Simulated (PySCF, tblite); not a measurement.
**C5H6F2OSi: geometry, infrared bands and NMR shifts**

Wanted: the infrared bands and NMR shifts of C5H6F2OSi (`CC1=CC=CO[Si]1(F)F`), by calculation.

Computed with tblite 0.8.0 and PySCF 2.14.0, with density-fitted response routines of our own, on a single molecule in the gas phase. Atoms are numbered from 0 throughout.

### Step 1. Starting geometry

15 atoms, charge 0, multiplicity 1; geometry from: force field or distance geometry start.

Bonds of the start (Å): C0–C1 1.51, C1–C2 1.34, C2–C3 1.46, C3–C4 1.34, C4–O5 1.38, O5–Si6 1.68, Si6–F7 1.60, Si6–F8 1.60, Si6–C1 1.86, C0–H9 1.09, C0–H10 1.09, C0–H11 1.09, C2–H12 1.08, C3–H13 1.09, C4–H14 1.09.

### Step 2. Optimising the geometry with GFN2-xTB

The job: settings as JSON, then the geometry in Å.

```
{"job": {"kind": "relax", "xc": "GFN2-xTB", "basis": "xTB"}, "charge": 0, "multiplicity": 1}
C      2.114300    -0.507100    -0.080800
C      0.631300    -0.226400    -0.040000
C     -0.305500    -1.188800    -0.064700
C     -1.737000    -0.880000    -0.026500
C     -2.254400     0.350700     0.077700
O     -1.575100     1.551800     0.126700
Si     0.100500     1.551700     0.088100
F      0.636300     2.352700    -1.184000
F      0.693600     2.182500     1.436900
H      2.306900    -1.579400    -0.146500
H      2.602000    -0.138700     0.821700
H      2.561600    -0.030200    -0.950700
H     -0.049300    -2.235300    -0.129100
H     -2.405000    -1.742400    -0.058400
H     -3.324600     0.546700     0.107600
```

On the command line:

```
> OMP_NUM_THREADS=1 python probes_run.py task.json out
```

This one command runs all jobs of the session in turn.

**Question.** This job is followed by: GFN2-xTB harmonic vibrations, gas phase; GIAO PBE0/pcSseg-1 NMR shielding, non-relativistic, gas phase. What will the session give for the following? strongest single infrared mode (GFN2-xTB); zero-point energy (GFN2-xTB); 13C shifts against TMS (PBE0/pcSseg-1); 1H shifts against TMS (PBE0/pcSseg-1, means over atoms taken as alike); 17O shifts against H2O (PBE0/pcSseg-1); 29Si shifts against TMS (PBE0/pcSseg-1); 19F shifts against CFCl3 (PBE0/pcSseg-1, means over atoms taken as alike).

As calculated:

| quantity | value |
| --- | --- |
| strongest single infrared mode (GFN2-xTB) | 888 cm⁻¹, 264 km/mol |
| zero-point energy (GFN2-xTB) | 64.3 kcal/mol |
| 13C shifts against TMS (PBE0/pcSseg-1) | 155.3, 151.9, 130.5, 110.6, 23.6 ppm |
| 1H shifts against TMS (PBE0/pcSseg-1, means over atoms taken as alike) | 7.11, 7.06, 5.52, 2.16 ppm |
| 17O shifts against H2O (PBE0/pcSseg-1) | 169.9 ppm |
| 29Si shifts against TMS (PBE0/pcSseg-1) | -59.6 ppm |
| 19F shifts against CFCl3 (PBE0/pcSseg-1, means over atoms taken as alike) | -137.2 ppm |

**Reading.** Over 26 steps the energy fell by 0.219 eV; of the close pairs, O5–Si6 changed most, 1.676 to 1.622 Å. No mode is imaginary among the 39: a minimum at this level. The strongest single mode, at 888 cm⁻¹, has its largest shares on Si6, F7 and F8 (the list is cut at 3 atoms). GFN2-xTB is a fitted tight-binding method: band positions and strengths are rough. Its intensities can rank the bands wrongly. At PBE0/pcSseg-1: The largest span, 254 ppm, is at O5, where the paramagnetic term is -230 ppm.
